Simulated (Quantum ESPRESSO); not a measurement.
# Si3C (P6_3/mmc) in Quantum ESPRESSO: relaxation of cell and atoms with LDA

Aim: the relaxation of cell and atoms of Si3C with LDA.

All numbers are computed with Quantum ESPRESSO 7.5; they aren't measurements. Logs are shortened: lines on timing, memory, paths and dates and some standing lists are left out, and cuts for length are marked.

## 1. Starting point

Symmetry: P6_3/mmc, No. 194, hexagonal system. The conventional cell has a = 5.922 Å, b = 5.922 Å, c = 4.278 Å, α = 90.00°, β = 90.00°, γ = 120.00°. Around Si (site symmetry mm2) lie 6 Si at 2.39 to 2.55 Å. C (site symmetry -6m2) has 12 Si at 2.95 to 2.98 Å as nearest neighbours.

The cell was built by a generator and needn't be a form met in nature.

## 2. Relaxation of cell and atoms, LDA

Contents of run.py:

```python
import numpy as np
from ase.calculators.espresso import Espresso, EspressoProfile
from ase.io import read

atoms = read('Si3C.cif')

input_data = {
    'control': {'calculation': 'scf', 'prefix': 'pwscf', 'outdir': './tmp', 'tprnfor': True, 'tstress': True, 'disk_io': 'low'},
    'system': {'ecutwfc': 36.0, 'ecutrho': 216.0, 'nbnd': 24, 'input_dft': 'pz', 'occupations': 'smearing', 'smearing': 'fd', 'degauss': 0.01469973, 'nosym': True},
    'electrons': {'conv_thr': 1.6e-09, 'electron_maxstep': 120, 'mixing_beta': 0.5},
}
pseudopotentials = {'C': 'C.GGA_PBE-JTH.UPF', 'Si': 'Si.GGA_PBE-JTH.UPF'}
profile = EspressoProfile(command='pw.x', pseudo_dir='pseudo')
dft = Espresso(profile=profile, input_data=input_data, pseudopotentials=pseudopotentials, kpts=(4, 4, 5), koffset=(0, 0, 0))
atoms.calc = dft

from ase.optimize import BFGS
from ase.filters import FrechetCellFilter
done = BFGS(FrechetCellFilter(atoms), trajectory='opt.traj').run(fmax=0.02, steps=30)
print('converged', done)
print('cell (A)', np.round(atoms.cell.cellpar(), 5))
print(f'energy {atoms.get_potential_energy():.8f} eV')
print('forces (eV/A)')
print(np.round(atoms.get_forces(), 6))
print('stress (eV/A^3, Voigt)')
print(np.round(atoms.get_stress(), 8))
print(f'Fermi level {dft.get_fermi_level():.4f} eV')
```

Contents of Si3C.cif:

```cif
data_Si3C
_cell_length_a 5.92166234
_cell_length_b 5.92166233
_cell_length_c 4.27796480
_cell_angle_alpha 90.00000000
_cell_angle_beta 90.00000000
_cell_angle_gamma 120.00000004
_space_group_name_H-M_alt 'P1'
_space_group_name_Hall 'P 1'
_space_group_IT_number 1
loop_
_space_group_symop_operation_xyz
'x,y,z'
loop_
_atom_site_label
_atom_site_type_symbol
_atom_site_symmetry_multiplicity
_atom_site_Wyckoff_symbol
_atom_site_fract_x
_atom_site_fract_y
_atom_site_fract_z
_atom_site_occupancy
Si1 Si 1 a 0.2692469100 0.1346234500 0.7500000000 1
Si2 Si 1 a 0.8653765500 0.1346234500 0.7500000000 1
Si3 Si 1 a 0.8653765500 0.7307530900 0.7500000000 1
Si4 Si 1 a 0.7307530900 0.8653765500 0.2500000000 1
Si5 Si 1 a 0.1346234500 0.8653765500 0.2500000000 1
Si6 Si 1 a 0.1346234500 0.2692469100 0.2500000000 1
C1 C 1 a 0.6666666700 0.3333333300 0.2500000000 1
C2 C 1 a 0.3333333300 0.6666666700 0.7500000000 1
```

Potentials or basis: JTH 2.0 PBE.

On the command line:

```bash
$ OMP_NUM_THREADS=1 python run.py
```

The log of the run:

```text
Step          Energy          fmax
BFGS:    0    -4121.678171        2.681878
BFGS:    1    -4122.252363        2.090482
BFGS:    2    -4123.722839        1.451506
BFGS:    3    -4124.724468        1.790590
BFGS:    4    -4125.682828        1.906665
BFGS:    5    -4125.741383        1.871843
[... 17 lines left out ...]
BFGS:   23    -4132.204840        0.025073
BFGS:   24    -4132.205195        0.006994
converged True
cell (A) [  6.45608   6.45614   2.70605  90.00007  90.00038 120.00149]
energy -4132.20519456 eV
forces (eV/A)
[[ 5.551e-03  3.162e-03  1.005e-03]
 [-4.366e-03  2.998e-03  1.046e-03]
 [ 3.830e-04 -5.754e-03  1.046e-03]
 [-5.124e-03 -2.946e-03  2.940e-04]
 [ 4.453e-03 -2.934e-03  2.580e-04]
 [-3.590e-04  5.932e-03  2.460e-04]
 [-1.958e-03  3.800e-05 -2.777e-03]
 [ 1.420e-03 -4.950e-04 -1.118e-03]]
stress (eV/A^3, Voigt)
[ 9.3650e-05  8.9980e-05  1.2395e-04 -1.8400e-06 -1.8400e-06 -1.1940e-05]
Fermi level 11.0145 eV
```

espresso.pwi:

```text
&CONTROL
   calculation      = 'scf'
   tstress          = .true.
   tprnfor          = .true.
   outdir           = './tmp'
   prefix           = 'pwscf'
   disk_io          = 'low'
   pseudo_dir       = 'pseudo'
/
&SYSTEM
   nbnd             = 24
   ecutwfc          = 36.0
   ecutrho          = 216.0
   nosym            = .true.
   occupations      = 'smearing'
   degauss          = 0.01469973
   smearing         = 'fd'
   input_dft        = 'pz'
   ntyp             = 2
   nat              = 8
   ibrav            = 0
/
&ELECTRONS
   electron_maxstep = 120
   conv_thr         = 1.6e-09
   mixing_beta      = 0.5
/
&IONS
/
&CELL
/
&FCP
/
&RISM
/
ATOMIC_SPECIES
Si 28.085 Si.GGA_PBE-JTH.UPF
C 12.011 C.GGA_PBE-JTH.UPF

K_POINTS automatic
4 4 5  0 0 0

CELL_PARAMETERS angstrom
6.45607520622903 -0.00010157100321 -0.00001518967999
-3.22812556463377 5.59114529025635 -0.00000291174708
-0.00001136924085 -0.00000895705506 2.70605038916042

ATOMIC_POSITIONS angstrom
Si 1.8993742335 1.0965960375 2.0294451006  
Si 4.5567041477 1.0964570998 2.0294025107  
Si 3.2279290371 3.3978291805 2.0293939718  
Si 1.3285151723 4.4944193936 0.6763473265  
Si -1.3287723655 4.4945825383 0.6763927044  
Si 0.0000103875 2.1931744747 0.6764033221  
C 3.2282976238 1.8636367310 0.6771417319  
C -0.0003051881 3.7274445336 2.0296025168
```

espresso.pwo:

```text
This program is part of the open-source Quantum ESPRESSO suite
     for quantum simulation of materials; please cite
         "P. Giannozzi et al., J. Phys.:Condens. Matter 21 395502 (2009);
         "P. Giannozzi et al., J. Phys.:Condens. Matter 29 465901 (2017);
         "P. Giannozzi et al., J. Chem. Phys. 152 154105 (2020);
     in publications or presentations arising from this work. More details at

Warning: card &CELL ignored
Warning: card &FCP ignored
Warning: card &RISM ignored

     file Si.GGA_PBE-JTH.UPF: wavefunction(s)  0S 0P renormalized
     file C.GGA_PBE-JTH.UPF: wavefunction(s)  0S 2P 0P renormalized

     IMPORTANT: XC functional enforced from input :
     Exchange-correlation= PZ
                           (   1   1   0   0   0   0   0)
     Any further DFT definition will be discarded
     Please, verify this is what you really want

     G-vector sticks info
     --------------------
     sticks:   dense  smooth     PW     G-vecs:    dense   smooth      PW
     Sum        2221    1483    463                35327    19285    3329

     Using Slab Decomposition

     bravais-lattice index     =            0
     lattice parameter (alat)  =      12.2002  a.u.
     unit-cell volume          =     659.1707 (a.u.)^3
     number of atoms/cell      =            8
     number of atomic types    =            2
     number of electrons       =        32.00
     number of Kohn-Sham states=           24
     kinetic-energy cutoff     =      36.0000  Ry
     charge density cutoff     =     216.0000  Ry
     scf convergence threshold =      1.6E-09
     mixing beta               =       0.5000
     number of iterations used =            8  plain     mixing
     Exchange-correlation= PZ
                           (   1   1   0   0   0   0   0)

     celldm(1)=  12.200214  celldm(2)=   0.000000  celldm(3)=   0.000000
     celldm(4)=   0.000000  celldm(5)=   0.000000  celldm(6)=   0.000000

     crystal axes: (cart. coord. in units of alat)
               a(1) = (   1.000000  -0.000016  -0.000002 )
               a(2) = (  -0.500014   0.866029  -0.000000 )
               a(3) = (  -0.000002  -0.000001   0.419148 )

[... 97 lines left out ...]

     Initial potential from superposition of free atoms

     starting charge      31.9966, renormalised to      32.0000

     negative rho (up, down):  3.099E-02 0.000E+00
     Starting wfcs are   64 randomized atomic wfcs

     Self-consistent Calculation

     iteration #  1     ecut=    36.00 Ry     beta= 0.50
     Davidson diagonalization with overlap
     ethr =  1.00E-02,  avg # of iterations =  3.8

     negative rho (up, down):  3.233E-02 0.000E+00
[... 28 lines left out ...]
     total energy              =    -303.70588512 Ry
     estimated scf accuracy    <       0.00409124 Ry

     iteration #  5     ecut=    36.00 Ry     beta= 0.50
     Davidson diagonalization with overlap
     c_bands:  1 eigenvalues not converged
     ethr =  1.28E-05,  avg # of iterations =  7.2

     negative rho (up, down):  3.601E-02 0.000E+00

     total energy              =    -303.71064806 Ry
     estimated scf accuracy    <       0.00289282 Ry
[... 64 lines left out ...]
     iteration # 13     ecut=    36.00 Ry     beta= 0.50
     Davidson diagonalization with overlap
     ethr =  7.71E-12,  avg # of iterations =  5.7

     negative rho (up, down):  3.114E-02 0.000E+00

     End of self-consistent calculation

          k = 0.0000 0.0000 0.0000 (  2427 PWs)   bands (ev):

    -5.8777  -4.2637  -0.0603  -0.0595   0.0738   0.0742   1.3042   6.4543
     6.4544   8.4445   8.8890   9.3417   9.6343   9.6366  10.4506  10.7819
    10.7827  12.6918  14.7165  15.0207  15.0212  16.3579  17.2455  17.2481
[... 243 lines left out ...]
    -2.5877  -2.1651   0.9770   1.3727   1.6646   1.9794   4.1350   4.5818
     5.4633   6.5291   6.8894   7.5064   7.6310   7.6524   8.7163   8.8767
    10.3119  10.7565  11.3334  11.7211  12.1926  12.6403  14.3227  14.5539

     the Fermi energy is    11.0145 ev

!    total energy              =    -303.71150655 Ry
     total all-electron energy =      -303.711507 Ry
     estimated scf accuracy    <          2.2E-10 Ry
     smearing contrib. (-TS)   =      -0.02439167 Ry
     internal energy E=F+TS    =    -303.68711488 Ry

     The total energy is F=E-TS. E is the sum of the following terms:
     one-electron contribution =      23.48677870 Ry
     hartree contribution      =       9.48564761 Ry
     xc contribution           =     -36.95383075 Ry
     ewald contribution        =     -77.25123652 Ry
     one-center paw contrib.   =    -222.45447392 Ry

     convergence has been achieved in  13 iterations

     negative rho (up, down):  3.114E-02 0.000E+00

     Forces acting on atoms (cartesian axes, Ry/au):

     atom    1 type  1   force =     0.00021590    0.00012297    0.00003907
     atom    2 type  1   force =    -0.00016982    0.00011661    0.00004067
     atom    3 type  1   force =     0.00001490   -0.00022380    0.00004067
     atom    4 type  1   force =    -0.00019931   -0.00011458    0.00001144
     atom    5 type  1   force =     0.00017319   -0.00011413    0.00001005
     atom    6 type  1   force =    -0.00001396    0.00023073    0.00000958
     atom    7 type  2   force =    -0.00007614    0.00000146   -0.00010800
     atom    8 type  2   force =     0.00005524   -0.00001925   -0.00004348

     Total force =     0.000576     Total SCF correction =     0.000023

     Computing stress (Cartesian axis) and pressure

     negative rho (up, down):  3.114E-02 0.000E+00
          total   stress  (Ry/bohr**3)                   (kbar)     P=       -0.16
  -0.00000102   0.00000013   0.00000002           -0.15        0.02        0.00
   0.00000013  -0.00000098   0.00000002            0.02       -0.14        0.00
   0.00000002   0.00000002  -0.00000135            0.00        0.00       -0.20

=------------------------------------------------------------------------------=
   JOB DONE.
=------------------------------------------------------------------------------=
```

Run time: 22 min. Hardware: 1 thread of Intel Xeon Platinum 8488C (Sapphire Rapids), shared host; peak memory 0.13 GiB.

Results:

```yaml
Free_energy: -4132.2056 eV
Energy_gained_by_relaxing: 1315.9 meV/atom
Ionic_steps: 25
Largest_force_after_relaxing: 0.006 eV/Å
Band_gap_on_the_k_mesh: none (metal or under the smearing width)
```

Forces on the atoms (eV/Å):
```
Si   0.006  0.003  0.001
Si  -0.004  0.003  0.001
Si   0.000 -0.006  0.001
Si  -0.005 -0.003  0.000
Si   0.004 -0.003  0.000
Si   0.000  0.006  0.000
C   -0.002  0.000 -0.003
C    0.001  0.000 -0.001
```

Caveat: the potentials were made for another functional, which shifts forces and pressure; the cutoff is too short for stress, so the log's stress isn't used; the cutoff is low for these files, which shifts pressure and relaxed volume.
